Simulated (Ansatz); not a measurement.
# Ba3ZnF: the cost of one run

Program: Ansatz 0.2.0. Level of theory: DFT PBE, scalar-relativistic, plane waves, PAW. These are calculated values, not measurements.

**1. The system as given**

It takes space group Pm-3m (No. 221, cubic). The conventional cell has a = 4.953 Å, b = 4.953 Å, c = 4.953 Å, α = 90.00°, β = 90.00°, γ = 90.00°. Around Ba (site symmetry 4/mmm) lie 2 F at 2.48 Å. Zn (site symmetry m-3m) is surrounded by 12 Ba at 3.50 Å. Around F (site symmetry m-3m) lie 6 Ba at 2.48 Å.

Structure file:

```xyz
5
Lattice="4.9530 0.0000 0.0000 0.0000 4.9530 0.0000 0.0000 0.0000 4.9530" Properties=species:S:1:pos:R:3 pbc="T T T"
Ba    0.0000    2.4765    2.4765
Ba    2.4765    0.0000    2.4765
Ba    2.4765    2.4765    0.0000
Zn    0.0000    0.0000    0.0000
F     2.4765    2.4765    2.4765
```

Recipe of the guess: species swapped into a database cell of CdNi3N (Pm-3m, No. 221), with Zn on the Cd sites, Ba on the Ni sites and F on the N sites. Its size is a rough estimate.

**2. The guess as it stands, on a coarse mesh**

The input, input.yaml:

```yaml
crystal:
  lattice:
    - [4.95297923, 0.0, 0.0]
    - [0.0, 4.95297923, 0.0]
    - [0.0, 0.0, 4.95297923]
  atoms:
    - { symbol: Ba, position: [0.0, 0.5, 0.5] }
    - { symbol: Ba, position: [0.5, 0.0, 0.5] }
    - { symbol: Ba, position: [0.5, 0.5, 0.0] }
    - { symbol: Zn, position: [0.0, 0.0, 0.0] }
    - { symbol: F, position: [0.5, 0.5, 0.5] }
basis:
  ecutwfc: 420
kpoints:
  mp_grid: { grid: [4, 4, 4] }
hamiltonian:
  xc: pbe
scf:
  occupations: { method: gaussian, width: 0.1 }
  lower_state_search: "off"
output:
  forces: true
  stress: true
  eigenvalues: true
```

Started as:

```console
$ ansatz run input.yaml --threads 1 --pin off --max-ram 2048MiB --backend cpu --events-out ev --progress --plain --runs-dir out
```

Q: Estimate wall time and peak memory on 1 thread of Intel Xeon 6975P-C (Granite Rapids), shared host.

About 1.6 s, with a peak of 0.44 GiB.
